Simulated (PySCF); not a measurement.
# CH3F3NOSi: the cost of one run

Programs: PySCF 2.14.0, with routines of our own; each step states its level. All values are computed. Atoms count from 0.

## 1. The system as given

10 atoms, charge 0, multiplicity 2; geometry from: GFN2-xTB.

## 2. Open-shell or spin-flip excitations: unrestricted TDDFT B3LYP/def2-SVPD

Job settings and geometry (Å):

```
{"job": {"kind": "uabs", "xc": "B3LYP", "basis": "def2-SVPD", "nstates": 10, "tda": false}, "charge": 0, "multiplicity": 2}
O     -0.242439    -1.720958    -0.841209
N     -0.117707    -0.584199    -0.267258
Si     1.441427     0.270419    -0.166306
C     -1.280092     0.001962     0.273168
F     -2.203727    -0.869407     0.633921
F     -0.949116     0.729321     1.352946
F     -1.854709     0.866179    -0.581495
H      1.903422     0.057500     1.203759
H      1.104204     1.665413    -0.435580
H      2.207620    -0.411575    -1.194474
```

With the program's defaults for keys left out, this is: unrestricted TDDFT B3LYP/def2-SVPD, vertical, gas phase, core orbitals frozen in the response.

Command:

```console
> OMP_NUM_THREADS=1 python excited_run.py task.json out
```

One launch serves the whole session: the jobs run in the order shown.

Q: Estimate the wall time and peak memory of this first job on 1 thread of Arm Neoverse V1, shared host.

About 57 s, with a peak of 0.61 GiB.
